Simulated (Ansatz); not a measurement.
# CH6B2O: ionisation energy by level of theory

The task here is to estimate one member of a computed series from the others.

Method: unrestricted cation, the program's frozen cores in correlated methods; program: Ansatz 0.2.0, Gaussian basis.

Levels to be run: UKS PBE-D4/def2-TZVPP; UKS r2SCAN-D4/def2-TZVPP; UKS PBE0-D4/def2-TZVPP; UKS B3LYP-D4/def2-TZVPP; UKS wB97X-V/def2-TZVPP; UKS wB97M-V/def2-TZVPP; UKS B2PLYP/def2-TZVPP; UHF-MP2/def2-TZVPP; UHF-MP2/def2-QZVPP; then −ε(HOMO) from the neutral's earlier runs with LDA (SPW92), PBE-D4, revPBE-D4, BLYP-D4, r2SCAN-D4, B97M-V, PBE0-D4, B3LYP-D4, r2SCANh-D4, r2SCAN0-D4, HSE06-D4, BHLYP-D4, CAM-B3LYP-D4, LC-ωPBE, ωB97X-V, ωB97M-V.

1 further run of the same task is left out (it didn't finish).

## The relaxed structure

All runs share one geometry, relaxed beforehand with PBE0-D4 in a triple-zeta def2 set.

10 atoms, charge 0, spin multiplicity 1.

Atoms are counted from 1 here; the program's logs count them from 0.

Bond lengths: B1–B2 1.681 Å, B1–H5 1.201 Å, B1–H6 1.200 Å, B2–C3 1.575 Å, B2–O4 1.367 Å, C3–H7 1.093 Å, C3–H8 1.094 Å, C3–H9 1.097 Å, O4–H10 0.959 Å. Angles: B2–B1–H5 121.9°, B2–B1–H6 122.5°, H5–B1–H6 115.4°, B1–B2–C3 118.7°, B1–B2–O4 125.5°, C3–B2–O4 115.8°, B2–C3–H7 113.8°, B2–C3–H8 111.5°, B2–C3–H9 108.5°, H7–C3–H8 109.0°, H7–C3–H9 106.2°, H8–C3–H9 107.5°, B2–O4–H10 114.4°.

The first run:

in.yaml

```yaml
crystal:
  periodic: [false, false, false]
  atoms:
    - {symbol: B, position_ang: [-1.157384, 0.826847, -0.622105]}
    - {symbol: B, position_ang: [0.289403, 0.045904, -0.271047]}
    - {symbol: C, position_ang: [0.377312, -0.834654, 1.032241]}
    - {symbol: O, position_ang: [1.432597, 0.117828, -1.017867]}
    - {symbol: H, position_ang: [-2.010441, 0.312082, -1.292162]}
    - {symbol: H, position_ang: [-1.440363, 1.898922, -0.162158]}
    - {symbol: H, position_ang: [-0.546496, -1.370995, 1.265904]}
    - {symbol: H, position_ang: [1.200401, -1.552476, 0.975699]}
    - {symbol: H, position_ang: [0.572651, -0.174460, 1.886722]}
    - {symbol: H, position_ang: [1.365320, 0.679802, -1.792327]}
basis:
  gaussian: {orbitals: def2-TZVPP}
total_charge: 1
magnetization: {spin_polarized: true, initial_magnetization: 1}
hamiltonian: {xc: pbe, dispersion: d4}
```

Steps of the session up to this table: Cation, UKS PBE-D4/def2-TZVPP; Cation, UKS r2SCAN-D4/def2-TZVPP; Cation, UKS PBE0-D4/def2-TZVPP; Cation, UKS B3LYP-D4/def2-TZVPP; Cation, UKS wB97X-V/def2-TZVPP; Cation, UKS wB97M-V/def2-TZVPP; Cation, UKS B2PLYP (frozen core)/def2-TZVPP; Cation, UHF-MP2/def2-TZVPP; Cation, UHF-MP2/def2-QZVPP.

One table of the session follows, with a row left open; its other results are not shown here.

For comparison, −ε(HOMO) of the neutral from earlier runs:

| functional | −ε(HOMO) (eV) |
| --- | --- |
| LDA (SPW92) | 6.40 |
| PBE-D4 | ? |
| revPBE-D4 | 6.26 |
| BLYP-D4 | 6.24 |
| r2SCAN-D4 | 6.55 |
| B97M-V | 6.66 |
| PBE0-D4 | 7.66 |
| B3LYP-D4 | 7.49 |
| r2SCANh-D4 | 7.06 |
| r2SCAN0-D4 | 7.83 |
| HSE06-D4 | 7.26 |
| BHLYP-D4 | 8.99 |
| CAM-B3LYP-D4 | 9.12 |
| LC-ωPBE | 10.46 |
| ωB97X-V | 10.10 |
| ωB97M-V | 9.95 |

Q: Estimate the row for PBE-D4 from the others.

As computed: −ε(HOMO) (eV): 6.30. In the column «−ε(HOMO) (eV)» it lies between revPBE-D4 (6.26) and LDA (SPW92) (6.40).
